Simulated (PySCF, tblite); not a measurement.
# C3H8GeO2S: dynamics, then NMR shifts on frames, part 2 of 2

tblite 0.8.0 and PySCF 2.14.0. Atoms count from 0. The steps go on from the part before.

### Step 5. NMR shieldings: 625 fs, PBE0/pcSseg-1

What the job is given:

```
{"job": {"kind": "nmr", "xc": "PBE0", "basis": "pcSseg-1", "pop": false}, "charge": 0, "multiplicity": 1}
C     -2.592700     1.232000     0.334200
O     -1.274300     0.663600     0.214700
C     -1.086500    -0.024300    -0.960200
S     -2.230200    -0.331500    -2.051900
C      0.338200    -0.544100    -1.086400
O      0.994400    -0.716800     0.126300
Ge     2.045400     0.619200     0.727400
H     -2.297800     2.213200     0.614300
H     -3.110800     1.331900    -0.627600
H     -3.229500     0.631700     1.034100
H      0.987900     0.096500    -1.779700
H      0.201200    -1.454100    -1.608200
H      3.225000     0.770600    -0.171300
H      1.210100     1.864500     0.639500
H      2.379700    -0.029100     2.045400
```

With the program's defaults for keys left out, this is: GIAO PBE0/pcSseg-1 NMR shielding, non-relativistic, gas phase.

Log:

```text
coarse grid: 59408 points
cycle   1  E = -2743.5892530026  dE =  2.475e-01  |g| = 1.187e+00  |ddm| = 3.618e+00
cycle   2  E = -2743.2525537692  dE =  3.367e-01  |g| = 1.764e+00  |ddm| = 2.053e+00
cycle   3  E = -2743.7493337189  dE = -4.968e-01  |g| = 2.816e-01  |ddm| = 1.576e+00
cycle   4  E = -2743.7626132014  dE = -1.328e-02  |g| = 7.620e-02  |ddm| = 2.410e-01
cycle   5  E = -2743.7631907004  dE = -5.775e-04  |g| = 1.437e-02  |ddm| = 5.808e-02
cycle   6  E = -2743.7632097423  dE = -1.904e-05  |g| = 1.016e-02  |ddm| = 2.391e-02
cycle   7  E = -2743.7632353651  dE = -2.562e-05  |g| = 2.083e-03  |ddm| = 1.174e-02
cycle   8  E = -2743.7632363016  dE = -9.365e-07  |g| = 6.305e-04  |ddm| = 2.326e-03
final grid: 123800 points
cycle   9  E = -2743.7632265119  dE =  8.530e-08  |g| = 1.032e-03  |ddm| = 1.891e-03
cycle  10  E = -2743.7632261000  dE =  4.118e-07  |g| = 1.823e-03  |ddm| = 1.766e-03
cycle  11  E = -2743.7632267092  dE = -6.091e-07  |g| = 1.027e-04  |ddm| = 1.132e-03
cycle  12  E = -2743.7632267113  dE = -2.127e-09  |g| = 2.370e-05  |ddm| = 9.876e-05
cycle  13  E = -2743.7632267114  dE = -1.382e-10  |g| = 7.029e-06  |ddm| = 3.307e-05
converged SCF energy = -2743.7632267114

GIAO shielding tensors (ppm)
atom      isotropic    diamagn.    paramagn.     s11        s22        s33       span
  0 C      126.785     242.796    -116.011     91.881    112.284    176.191     84.311
  1 O       50.329     400.684    -350.355   -246.253    132.416    264.825    511.078
  2 C      -50.700     255.926    -306.626   -210.970     -7.171     66.041    277.011
  3 S      124.215    1057.850    -933.635   -374.512     14.544    732.613   1107.125
  4 C      105.692     243.173    -137.482     82.723     89.827    144.526     61.804
  5 O      324.805     402.231     -77.426    269.844    348.430    356.140     86.297
  6 Ge    1382.466    2757.571   -1375.105   1242.480   1292.346   1612.570    370.090
  7 H       27.998      28.771      -0.773     22.592     27.365     34.035     11.444
  8 H       25.119      29.039      -3.919     20.037     26.259     29.062      9.025
  9 H       27.266      26.876       0.389     22.937     25.001     33.860     10.923
 10 H       26.346      28.990      -2.644     21.338     26.186     31.515     10.176
 11 H       27.055      30.177      -3.122     20.925     27.193     33.047     12.122
 12 H       27.046      29.252      -2.206     20.321     22.466     38.352     18.031
 13 H       26.396      30.072      -3.676     18.750     24.529     35.910     17.159
 14 H       26.430      28.864      -2.433     19.727     22.164     37.401     17.674
```

Run time: 27 s. Hardware: 1 thread of Arm Neoverse V1, shared host; peak memory 0.94 GiB.

Key values: δ C2 237.6, C4 81.2, C0 60.1, O1 285.7, H8 6.60, H10 5.37 ppm.

### Step 6. Nuclear shieldings: 800 fs, PBE0/pcSseg-1

What the job is given:

```
{"job": {"kind": "nmr", "xc": "PBE0", "basis": "pcSseg-1", "pop": false}, "charge": 0, "multiplicity": 1}
C     -1.895100     0.565700     1.283100
O     -0.767500     0.323900     0.504400
C     -0.956700    -0.095400    -0.715300
S     -2.464400    -0.238600    -1.432500
C      0.304100    -0.188400    -1.484000
O      1.405400    -0.628400    -0.778200
Ge     2.134600     0.283300     0.544000
H     -1.521500     0.896300     2.272800
H     -2.605600     1.297200     0.862300
H     -2.567400    -0.328900     1.417100
H      0.563000     0.880400    -1.834500
H      0.140700    -0.882500    -2.281600
H      2.052000     1.717900     0.210900
H      1.539400    -0.015800     1.904200
H      3.582600    -0.295500     0.340700
```

Method: GIAO PBE0/pcSseg-1 NMR shielding, non-relativistic, gas phase.

Log:

```text
coarse grid: 59408 points
cycle   1  E = -2743.6012935742  dE =  3.551e-01  |g| = 1.176e+00  |ddm| = 3.601e+00
cycle   2  E = -2743.2797372209  dE =  3.216e-01  |g| = 1.711e+00  |ddm| = 2.025e+00
cycle   3  E = -2743.7538981205  dE = -4.742e-01  |g| = 3.019e-01  |ddm| = 1.566e+00
cycle   4  E = -2743.7698669330  dE = -1.597e-02  |g| = 1.116e-01  |ddm| = 3.263e-01
cycle   5  E = -2743.7716831512  dE = -1.816e-03  |g| = 5.362e-02  |ddm| = 1.375e-01
cycle   6  E = -2743.7723190023  dE = -6.359e-04  |g| = 6.982e-03  |ddm| = 5.463e-02
cycle   7  E = -2743.7723264390  dE = -7.437e-06  |g| = 2.441e-03  |ddm| = 7.740e-03
final grid: 123800 points
cycle   8  E = -2743.7723470161  dE =  1.871e-06  |g| = 3.926e-03  |ddm| = 5.437e-03
cycle   9  E = -2743.7723407719  dE =  6.244e-06  |g| = 6.659e-03  |ddm| = 8.673e-03
cycle  10  E = -2743.7723501364  dE = -9.364e-06  |g| = 5.283e-04  |ddm| = 5.789e-03
cycle  11  E = -2743.7723502044  dE = -6.801e-08  |g| = 1.341e-04  |ddm| = 6.320e-04
cycle  12  E = -2743.7723502084  dE = -3.970e-09  |g| = 1.068e-05  |ddm| = 1.288e-04
cycle  13  E = -2743.7723502084  dE = -2.819e-11  |g| = 2.750e-06  |ddm| = 1.151e-05
converged SCF energy = -2743.7723502084

GIAO shielding tensors (ppm)
atom      isotropic    diamagn.    paramagn.     s11        s22        s33       span
  0 C      128.613     241.118    -112.505     97.281    119.602    168.956     71.675
  1 O       75.417     402.876    -327.459   -193.316    125.742    293.825    487.140
  2 C      -54.020     256.862    -310.882   -228.974    -12.597     79.511    308.485
  3 S       27.978    1057.224   -1029.246   -496.983    -66.861    647.778   1144.761
  4 C      107.069     244.302    -137.233     89.551     93.717    137.939     48.388
  5 O      319.174     402.358     -83.184    244.960    349.783    362.780    117.820
  6 Ge    1389.217    2756.651   -1367.434   1256.797   1300.439   1610.415    353.617
  7 H       26.927      28.059      -1.131     22.380     26.484     31.918      9.539
  8 H       26.960      27.823      -0.864     22.984     24.831     33.064     10.080
  9 H       26.752      27.351      -0.598     23.082     24.249     32.925      9.843
 10 H       25.988      28.346      -2.358     21.287     26.152     30.526      9.240
 11 H       26.653      29.418      -2.765     20.451     26.617     32.891     12.440
 12 H       27.220      30.078      -2.857     21.708     22.781     37.171     15.463
 13 H       26.137      29.762      -3.625     18.936     23.283     36.191     17.255
 14 H       25.922      27.202      -1.279     18.927     22.203     36.638     17.711
```

Wall time 28 s (1 thread of Arm Neoverse V1, shared host); peak memory 0.94 GiB.

Key values: δ C2 240.9, C4 79.9, C0 58.3, O1 260.7, H14 5.79, H10 5.73 ppm.

### Step 7. Nuclear shieldings: 1000 fs, PBE0/pcSseg-1

What the job is given:

```
{"job": {"kind": "nmr", "xc": "PBE0", "basis": "pcSseg-1", "pop": false}, "charge": 0, "multiplicity": 1}
C     -1.752800     0.232700     1.399400
O     -0.664300    -0.083000     0.502900
C     -0.866300     0.127400    -0.826600
S     -2.235400     0.496100    -1.568300
C      0.382300    -0.326400    -1.533500
O      1.547100    -0.466300    -0.835300
Ge     2.081200     0.124700     0.658200
H     -1.573300     0.034800     2.402800
H     -1.945100     1.295000     1.287300
H     -2.633600    -0.383600     1.105800
H      0.526500     0.428600    -2.389700
H      0.156800    -1.297800    -2.071700
H      1.665900     1.480500     0.889200
H      1.566100    -0.792000     1.777800
H      3.613000     0.014400     0.480800
```

Level: GIAO PBE0/pcSseg-1 NMR shielding, non-relativistic, gas phase.

Log:

```text
coarse grid: 59408 points
cycle   1  E = -2743.6033592151  dE =  3.811e-01  |g| = 1.165e+00  |ddm| = 3.633e+00
cycle   2  E = -2743.3566163886  dE =  2.467e-01  |g| = 1.611e+00  |ddm| = 1.784e+00
cycle   3  E = -2743.7509742751  dE = -3.944e-01  |g| = 2.482e-01  |ddm| = 1.327e+00
cycle   4  E = -2743.7616882679  dE = -1.071e-02  |g| = 7.849e-02  |ddm| = 2.361e-01
cycle   5  E = -2743.7623532252  dE = -6.650e-04  |g| = 3.329e-02  |ddm| = 8.768e-02
cycle   6  E = -2743.7626174042  dE = -2.642e-04  |g| = 7.945e-03  |ddm| = 3.911e-02
cycle   7  E = -2743.7626290929  dE = -1.169e-05  |g| = 1.671e-03  |ddm| = 7.491e-03
cycle   8  E = -2743.7626295622  dE = -4.693e-07  |g| = 6.327e-04  |ddm| = 1.832e-03
final grid: 123800 points
cycle   9  E = -2743.7626966985  dE =  7.744e-08  |g| = 1.042e-03  |ddm| = 1.891e-03
cycle  10  E = -2743.7626963217  dE =  3.768e-07  |g| = 1.779e-03  |ddm| = 1.905e-03
cycle  11  E = -2743.7626968985  dE = -5.768e-07  |g| = 6.885e-05  |ddm| = 1.178e-03
cycle  12  E = -2743.7626968994  dE = -9.386e-10  |g| = 2.121e-05  |ddm| = 8.090e-05
converged SCF energy = -2743.7626968994

GIAO shielding tensors (ppm)
atom      isotropic    diamagn.    paramagn.     s11        s22        s33       span
  0 C      128.793     242.629    -113.836     98.669    112.143    175.566     76.897
  1 O       66.851     403.609    -336.758   -200.819    128.449    272.923    473.742
  2 C      -41.778     257.801    -299.579   -201.875      6.260     70.282    272.157
  3 S      142.433    1057.705    -915.272   -367.232     22.861    771.671   1138.903
  4 C      105.894     240.495    -134.601     82.831     90.326    144.525     61.694
  5 O      345.097     401.420     -56.322    275.294    343.901    416.097    140.803
  6 Ge    1415.360    2757.224   -1341.865   1305.646   1316.624   1623.809    318.162
  7 H       28.374      30.495      -2.121     24.927     27.288     32.906      7.979
  8 H       27.920      28.854      -0.934     24.253     25.321     34.186      9.933
  9 H       26.814      27.912      -1.098     22.262     25.457     32.724     10.462
 10 H       25.622      27.145      -1.524     19.741     26.004     31.119     11.378
 11 H       25.700      27.000      -1.300     20.404     26.444     30.252      9.848
 12 H       27.780      31.344      -3.564     21.127     23.829     38.384     17.257
 13 H       26.165      29.710      -3.546     19.639     22.944     35.911     16.272
 14 H       26.466      27.922      -1.456     19.542     22.267     37.589     18.047
```

Run time: 27 s. Hardware: 1 thread of Arm Neoverse V1, shared host; peak memory 0.94 GiB.

This run: δ C2 228.7, C4 81.0, C0 58.1, O1 269.2, H10 6.10, H11 6.02 ppm.

### Step 8. Comparing the runs: NMR shifts

Shifts (ppm) of some atoms, chosen among heavy atoms and hydrogens apart, with basis size and wall time:

```tsv
frame	C2	H9	H8	O1	O5	S3	Ge6	functions	time
250 fs	240.9	6.88	3.89	280.6	14.0	373	-54	190	27 s
425 fs	234.5	5.63	4.13	277.1	15.3	332	-53	190	27 s
625 fs	237.6	4.45	6.60	285.7	11.3	380	-52	190	27 s
800 fs	240.9	4.96	4.76	260.7	16.9	476	-58	190	28 s
1000 fs	228.7	4.90	3.80	269.2	-9.0	361	-84	190	27 s
```

### Step 9. Summary of results

This closing draws on all 2 parts.

```
                                         quantity                                               value
                                       thermostat                                               300 K
                    mean temperature, second half                                               350 K
          mean potential energy above the minimum                                             0.24 eV
   13C shifts against TMS (PBE0/pcSseg-1, 250 fs)                               240.9, 78.6, 59.5 ppm
    1H shifts against TMS (PBE0/pcSseg-1, 250 fs)  6.88, 5.46, 5.33, 5.28, 4.94, 4.34, 4.21, 3.89 ppm
   17O shifts against H2O (PBE0/pcSseg-1, 250 fs)                                     280.6, 14.0 ppm
   33S shifts against CS2 (PBE0/pcSseg-1, 250 fs)                                             373 ppm
73Ge shifts against GeMe4 (PBE0/pcSseg-1, 250 fs)                                             -54 ppm
                         range of the shift of S3                                      332 to 476 ppm
```

In words: In the second half the potential energy averages 0.24 eV above the minimum; equipartition over 39 harmonic modes at 300 K would give 0.50 eV. With 15 atoms the temperature swings widely (161 to 461 K). Shifts at one fixed geometry are not the observed spectrum, which averages over the motion. In the first frame run (250 fs): The widest tensor belongs to S3: span 1086 ppm, with a paramagnetic part of -926 ppm. Across the 5 runs the shift of S3 moves most, between 332 (425 fs) and 476 ppm (800 fs). Spin-orbit coupling is left out, which matters for shieldings and couplings at and beside the heavy atoms.
